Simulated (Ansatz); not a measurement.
# Pt (Pt (110), 1 layers): how the settings move a single-point run

Question: which choices in the input matter for Pt (Pt (110), 1 layers)?

Method: reference: DFT, PBE, all-electron LAPW, scalar-relativistic, in Ansatz 0.2.0.

### 1 The structure to begin with

Symmetry: Pmmm, No. 47, orthorhombic system. The conventional cell has a = 2.809 Å, b = 3.972 Å, c = 16.000 Å, α = 90.00°, β = 90.00°, γ = 90.00°. Pt (site symmetry mmm) has 2 Pt at 2.81 Å as nearest neighbours.

Coordinates:

```
Pt
1.0
     2.80855    0.00000    0.00000
     0.00000    3.97189    0.00000
     0.00000    0.00000   16.00000
Pt
1
Direct
  0.00000 0.00000 0.50000
```

### 2 Reference

File input.yaml:

```yaml
crystal:
  lattice:
    - [2.8085470218, 0.0, 0.0]
    - [0.0, 3.9718852888, 0.0]
    - [0.0, 0.0, 16.0]
  atoms:
    - { symbol: Pt, position: [0.0, 0.0, 0.5] }
  periodic: [true, true, false]
kpoints:
  mp_grid: { grid: [14, 10, 1] }
scf:
  occupations: { method: fermi_dirac, width: 0.1 }
hamiltonian:
  xc: pbe
  pseudopotentials: { kind: all_electron, lapw: { basis_error: 0.001 } }
output:
  forces: true
  stress: true
  eigenvalues: true
```

Run with:

```bash
$ ansatz run input.yaml --threads 1 --pin off --max-ram 3584MiB --backend cpu --events-out ev --progress --plain --runs-dir out
```

### 3 Changing settings: n_extra_bands 1, hubbard.sites [{species: Pt, l: d, u_eff: 8.0}], hubbard.double_counting amf

Changes to input.yaml since step 2:

```diff
@@ -12,2 +12,3 @@
   occupations: { method: fermi_dirac, width: 0.1 }
+  n_extra_bands: 1
 hamiltonian:
@@ -15,2 +16,3 @@
   pseudopotentials: { kind: all_electron, lapw: { basis_error: 0.001 } }
+  hubbard: { sites: [{ species: Pt, l: d, u_eff: 8.0 }], double_counting: amf }
 output:
```

What does the calculation give? Wanted: for each run, ending; energy change; gap; force.

**Answer**, as computed:

| run | ending | energy change | gap (eV) | force (eV/Å) | cycles | time |
| --- | --- | --- | --- | --- | --- | --- |
| reference | converged | 0 | 0.00 | 0.00 | 10 | 43 s |
| 1: n_extra_bands 1, hubbard.sites [{species: Pt, l: d, u_eff: 8.0}], hubbard.double_counting amf | converged | -1.64 eV/atom (U changed: no physical gain or loss) | 0.00 | 0.00 | 24 | 3.1 min |

Residual by cycle in the longest SCF loop of each run; runs are numbered as in the table. The quantity is the density residual dr2, in eV.

```csv
cycle,reference,run 1
1,0.177,0.177
2,0.132,0.0325
4,0.00461,0.0085
5,2.6e-4,0.0172
6,1.6e-5,0.0218
8,2.3e-7,0.00275
9,3.4e-8,9.8e-4
11,-,3.6e-5
12,-,4.4e-6
13,-,5.3e-7
15,-,1.0e-8
16,-,9.6e-10
```

**Reading.** Changing the band count and Hubbard U moves the energy by -1.64 eV/atom. The U term adds an energy of its own, so the shift says nothing about which run is better. Its first SCF ended 1.129 eV higher; the search for a lower state found the one reported. Cost: 24 SCF cycles against 10, 3.1 min against 43 s. A changed U is a change of model: its shifts are not errors of convergence.
